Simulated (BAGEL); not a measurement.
**CH4BN2Si− (SMILES N#CB(N)[SiH2-]) at HF/3-21G (density fitting with qzvpp-jkfit)**

Aim: the energy change on altering one bond length of CH4BN2Si− at HF/3-21G (density fitting with qzvpp-jkfit), from 2 runs. 

The calculation is run with BAGEL 1.2.2.

2 further runs of the same task are left out: 1 that didn't finish, 1 set aside as unsound or not needed. Runs told in other sessions of the task aren't counted.

**1. The molecule**

CH4BN2Si−: 9 atoms, total charge -1, spin state singlet. SMILES: `N#CB(N)[SiH2-]`. The coordinates come from a GFN2-xTB relaxation. This is one conformer, not always the lowest.

Bond lengths: N1–C2 1.167 Å, C2–B3 1.503 Å, B3–N4 1.485 Å, B3–Si5 1.848 Å, N4–H6 1.010 Å, N4–H7 1.010 Å, Si5–H8 1.470 Å, Si5–H9 1.479 Å. Angles: N1–C2–B3 178.4°, C2–B3–N4 116.1°, C2–B3–Si5 120.2°, N4–B3–Si5 123.7°, B3–N4–H6 117.7°, B3–N4–H7 117.1°, B3–Si5–H8 128.7°, B3–Si5–H9 127.0°, H6–N4–H7 110.2°, H8–Si5–H9 104.3°.

**2. A single-point energy at HF/3-21G (density fitting with qzvpp-jkfit)**

The input, job.json:

```json
{ "bagel": [

{
  "title": "molecule",
  "basis": "3-21g",
  "df_basis": "qzvpp-jkfit",
  "angstrom": true,
  "geometry": [
    { "atom": "N", "xyz": [       1.786680,      -2.206970,      -0.553010 ] },
    { "atom": "C", "xyz": [       1.132930,      -1.261000,      -0.353540 ] },
    { "atom": "B", "xyz": [       0.256570,      -0.065000,      -0.105960 ] },
    { "atom": "N", "xyz": [       0.570070,       1.151470,      -0.898590 ] },
    { "atom": "Si", "xyz": [      -1.096760,      -0.149090,       1.149720 ] },
    { "atom": "H", "xyz": [       1.028940,       1.025170,      -1.789760 ] },
    { "atom": "H", "xyz": [      -0.155730,       1.849580,      -0.976080 ] },
    { "atom": "H", "xyz": [      -1.445460,      -1.254520,       2.053800 ] },
    { "atom": "H", "xyz": [      -2.077240,       0.910360,       1.473410 ] }
  ]
},

{ "title": "hf", "charge": -1 },

{ "title": "print", "file": "orbitals.molden", "orbitals": true }

]}
```

Command:

```sh
BAGEL_NUM_THREADS=1 BAGEL job.json > job.out
```

Standard output:

```text
* using 1 threads per process

  ===============================================================
  ===============================================================

  *** Geometry ***

  { "atom" : "N", "xyz" : [      3.376336,     -4.170569,     -1.045037 ] },
  { "atom" : "C", "xyz" : [      2.140927,     -2.382945,     -0.668094 ] },
  { "atom" : "B", "xyz" : [      0.484847,     -0.122832,     -0.200235 ] },
  { "atom" : "N", "xyz" : [      1.077276,      2.175963,     -1.698089 ] },
  { "atom" : "Si", "xyz" : [     -2.072576,     -0.281739,      2.172656 ] },
  { "atom" : "H", "xyz" : [      1.944415,      1.937291,     -3.382156 ] },
  { "atom" : "H", "xyz" : [     -0.294287,      3.495200,     -1.844524 ] },
  { "atom" : "H", "xyz" : [     -2.731524,     -2.370699,      3.881120 ] },
  { "atom" : "H", "xyz" : [     -3.925415,      1.720331,      2.784341 ] },

  Number of auxiliary basis functions:      504

  Since a DF basis is specified, we compute 2- and 3-index integrals:
    o Being stored without compression. Storage requirement is 0.013 GB

  Number of basis functions:       57
  Number of electrons      :       43

    * METHOD: MOLECULE                             0.21

  *** RHF ***

  === Nuclear Repulsion ===
   167.2221126352

      * DIIS with orbital gradients will be used.

  === RHF iteration (3-21g) ===
      0       -459.99599479          0.02673231           0.04
      1       -460.14128245          0.01833129           0.04
      2       -460.21669578          0.00338612           0.04
      3       -460.22076877          0.00177249           0.04
      4       -460.22193717          0.00035682           0.04
      5       -460.22206608          0.00016894           0.04
      6       -460.22210028          0.00007847           0.04
      7       -460.22210984          0.00002983           0.05
      8       -460.22211087          0.00001498           0.05
      9       -460.22211105          0.00000956           0.04
     10       -460.22211113          0.00000483           0.04
     11       -460.22211114          0.00000190           0.04
     12       -460.22211114          0.00000047           0.04
     13       -460.22211114          0.00000020           0.04
     14       -460.22211114          0.00000007           0.05
     15       -460.22211114          0.00000003           0.04
     16       -460.22211114          0.00000002           0.04
     17       -460.22211114          0.00000001           0.04
     18       -460.22211114          0.00000000           0.04
    * SCF iteration converged.

    * Permanent dipole moment:
           (   -0.281915,    -0.922357,     1.285599) a.u.

    * METHOD: HF                                   0.98

    * METHOD: PRINT                                0.01

  ===============================================================
```

Wall time 1.3 s (1 thread of Arm Neoverse V1, shared host); peak memory 0.093 GiB.

**3. The distorted shape**

The input, calc.json:

```json
{ "bagel": [

{
  "title": "molecule",
  "basis": "3-21g",
  "df_basis": "qzvpp-jkfit",
  "angstrom": true,
  "geometry": [
    { "atom": "N", "xyz": [    2.838301,   -3.642155,   -0.850103 ] },
    { "atom": "C", "xyz": [    2.184551,   -2.696185,   -0.650633 ] },
    { "atom": "B", "xyz": [    0.256570,   -0.065000,   -0.105960 ] },
    { "atom": "N", "xyz": [    0.570070,    1.151470,   -0.898590 ] },
    { "atom": "Si", "xyz": [   -1.096760,   -0.149090,    1.149720 ] },
    { "atom": "H", "xyz": [    1.028940,    1.025170,   -1.789760 ] },
    { "atom": "H", "xyz": [   -0.155730,    1.849580,   -0.976080 ] },
    { "atom": "H", "xyz": [   -1.445460,   -1.254520,    2.053800 ] },
    { "atom": "H", "xyz": [   -2.077240,    0.910360,    1.473410 ] }
  ]
},
{
  "title": "hf",
  "charge": -1
},
{
  "title": "print",
  "file": "orbitals.molden",
  "orbitals": true
}

]}
```

Command:

```sh
BAGEL_NUM_THREADS=1 BAGEL calc.json > calc.out
```

Standard output:

```text
* using 1 threads per process

  ===============================================================
  ===============================================================

  *** Geometry ***

  { "atom" : "N", "xyz" : [      5.363612,     -6.882675,     -1.606462 ] },
  { "atom" : "C", "xyz" : [      4.128203,     -5.095051,     -1.229518 ] },
  { "atom" : "B", "xyz" : [      0.484847,     -0.122832,     -0.200235 ] },
  { "atom" : "N", "xyz" : [      1.077276,      2.175963,     -1.698089 ] },
  { "atom" : "Si", "xyz" : [     -2.072576,     -0.281739,      2.172656 ] },
  { "atom" : "H", "xyz" : [      1.944415,      1.937291,     -3.382156 ] },
  { "atom" : "H", "xyz" : [     -0.294287,      3.495200,     -1.844524 ] },
  { "atom" : "H", "xyz" : [     -2.731524,     -2.370699,      3.881120 ] },
  { "atom" : "H", "xyz" : [     -3.925415,      1.720331,      2.784341 ] },

  Number of auxiliary basis functions:      504

  Since a DF basis is specified, we compute 2- and 3-index integrals:
    o Being stored without compression. Storage requirement is 0.013 GB

  Number of basis functions:       57
  Number of electrons      :       43

    * METHOD: MOLECULE                             0.21

  *** RHF ***

  === Nuclear Repulsion ===
   141.3691740463

      * DIIS with orbital gradients will be used.

  === RHF iteration (3-21g) ===
      0       -459.86286171          0.02677090           0.05
      1       -459.98481974          0.01881048           0.04
      2       -460.06005558          0.00337122           0.04
      3       -460.06375504          0.00140034           0.04
      4       -460.06446508          0.00031427           0.04
      5       -460.06452939          0.00011714           0.04
      6       -460.06454111          0.00004403           0.04
      7       -460.06454314          0.00001429           0.04
      8       -460.06454328          0.00000831           0.04
      9       -460.06454331          0.00000313           0.04
     10       -460.06454331          0.00000134           0.04
     11       -460.06454331          0.00000048           0.04
     12       -460.06454331          0.00000020           0.04
     13       -460.06454331          0.00000011           0.04
     14       -460.06454331          0.00000007           0.04
     15       -460.06454331          0.00000005           0.04
     16       -460.06454331          0.00000004           0.04
     17       -460.06454331          0.00000002           0.04
     18       -460.06454331          0.00000001           0.04
     19       -460.06454331          0.00000001           0.04
    * SCF iteration converged.

    * Permanent dipole moment:
           (    2.056305,    -3.609788,     0.456881) a.u.

    * METHOD: HF                                   0.97

    * METHOD: PRINT                                0.01

  ===============================================================
```

It took 1.3 s on 1 thread of Arm Neoverse V1, shared host; peak memory 0.092 GiB.

**4. What came out**

At HF/3-21G (density fitting with qzvpp-jkfit):

| quantity | value |
| --- | --- |
| first shape: total energy | -460.22211 Eh |
| first shape: HOMO energy | -1.05 eV |
| first shape: LUMO energy | 7.95 eV |
| first shape: HOMO–LUMO gap (to an unbound level, set by the basis) | 9.00 eV |
| distorted shape: total energy | -460.06454 Eh |
| distorted shape: HOMO energy | -2.93 eV |
| distorted shape: LUMO energy | 4.54 eV |
| distorted shape: HOMO–LUMO gap (to an unbound level, set by the basis) | 7.47 eV |
| energy change with the C2–B3 bond stretched from 1.503 to 3.307 Å | 4.288 eV |

**Reading.** With the C2–B3 bond stretched from 1.503 to 3.307 Å the energy rises by 4.29 eV (99 kcal/mol). The first shape isn't relaxed at this level, so the change isn't measured from a minimum.
